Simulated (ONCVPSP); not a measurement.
# Pseudopotential generation for gallium: ONCV, PBEsol

Do these settings give a usable potential? It is generated, then checked for transferability, scattering, ghosts and hardness.

Method: ONCVPSP 4.0.1.1 (patched build), PBEsol, scalar-relativistic.

## (1) The design

The settings as typed:

```
element                 : gallium (Ga, Z = 31)
type                    : optimised norm-conserving Vanderbilt (ONCV)
frozen core             : [Ne] 3s2
valence charge          : 19
reference configuration : 3p6 3d10 4s2 4p1
partial waves           : 4s: rc 1.70 bohr, ncon 4, nbas 9, qcut 4.1 1/bohr, 1 projector; 3p+4p: rc 1.30 bohr, ncon 3, nbas 7, qcut 12.4 1/bohr, 3 projectors, debl 1.3 Ha; 3d: rc 1.30 bohr, ncon 4, nbas 9, qcut 9.5 1/bohr, 1 projector
local potential         : polynomial inside 0.90 bohr (lpopt 5, dvloc0 0 Ha)
core correction         : Teter function, fcfact 2.75, rcfact 1.25
```

An earlier all-electron run gives the scale for the radii.

All-electron outer shells of the reference configuration (PBEsol, scalar-relativistic, ld1.x):

```
shell  level (eV)  outermost node (bohr)  outermost maximum (bohr)
   2p    -1098.23                      –                      0.15
   3s     -147.78                   0.27                      0.56
   3p      -98.68                   0.24                      0.56
   3d      -19.16                      –                      0.53
   4s       -8.96                   0.81                      1.90
   4p       -2.57                   0.87                      2.53
```

## (2) Generating the potential

Input file Ga.dat:

```
# ATOM AND REFERENCE CONFIGURATION
# atsym  z   nc   nv     iexc    psfile
  Ga 31.00    4    4  -116133      upf
#
#   n    l    f
    1    0    2.00
    2    0    2.00
    2    1    6.00
    3    0    2.00
    3    1    6.00
    3    2   10.00
    4    0    2.00
    4    1    1.00
#
# PSEUDOPOTENTIAL AND OPTIMIZATION
# lmax
    2
#
#   l,   rc,      ep,       ncon, nbas, qcut
    0    1.70    0.00    4    9    4.10
    1    1.30    0.00    3    7   12.40
    2    1.30    0.00    4    9    9.50
#
# LOCAL POTENTIAL
# lloc, lpopt,  rc(5),   dvloc0
    4    5    0.90    0.00
#
# VANDERBILT-KLEINMAN-BYLANDER PROJECTORs
# l, nproj, debl
    0    1    3.30
    1    3    1.30
    2    1    1.30
#
# MODEL CORE CHARGE
# icmod, fcfact, rcfact
    3    2.75    1.25
#
# LOG DERIVATIVE ANALYSIS
# epsh1, epsh2, depsh
   -5.00    5.00    0.04
#
# OUTPUT GRID
# rlmax, drl
    6.00    0.01
#
# TEST CONFIGURATIONS
# ncnf
    4
# nvcnf
#   n    l    f
    4
    3    1    6.00
    3    2   10.00
    4    0    2.00
    4    1    0.00
#
    4
    3    1    6.00
    3    2   10.00
    4    0    1.00
    4    1    0.00
#
    4
    3    1    6.00
    3    2   10.00
    4    0    0.00
    4    1    0.00
#
    4
    3    1    6.00
    3    2   10.00
    4    0    2.00
    4    1    0.50
#
```

Started as:

```
$ oncvpsp.x < Ga.dat > Ga.out
```

**Question.** What will these runs give? Wanted: cutoffs for 1 and 0.1 mHa per electron, occupied waves; bound ghosts; GHOST(+) flags; largest test error; largest phase difference near zero energy, channels read; rms error of d²Exc/dn², without and with the model core.

The runs gave:

| quantity | value |
| --- | --- |
| cutoffs for 1 and 0.1 mHa per electron, occupied waves | 74 Ha and 181 Ha |
| bound ghosts | s at -153.84 eV |
| GHOST(+) flags | none at low energy |
| largest test error (AE − PS) | -0.1 meV, for 3p6 3d10 4s1 4p0 (1 test unsolved) |
| largest phase difference near zero energy, channels read | 0.023 rad |
| rms error of d²Exc/dn², without and with the model core | 2.56 and 1.78 mHa |

It has a bound ghost (s), a state that the atom doesn't have, and that rules the file out. Close by lies the frozen 3s level (-147.8 eV). The worst unpolarised test, 3p6 3d10 4s1 4p0, is off by 0.1 meV on 26.8 eV; by total energies transferability rates as very good where solved. Atomic tests can pass in spite of a ghost, since they solve only for the levels asked. Of the tests 1 gave no usable energy difference, which is a warning in itself. By its cutoff, 74 Ha for the looser tolerance, it is very hard. At the looser tolerance the 3d wave is the slowest; 3p needs 49 Ha. Near zero energy the phases of the channels with partial waves agree within 0.023 rad. All of this concerns the isolated atom, not yet a solid.
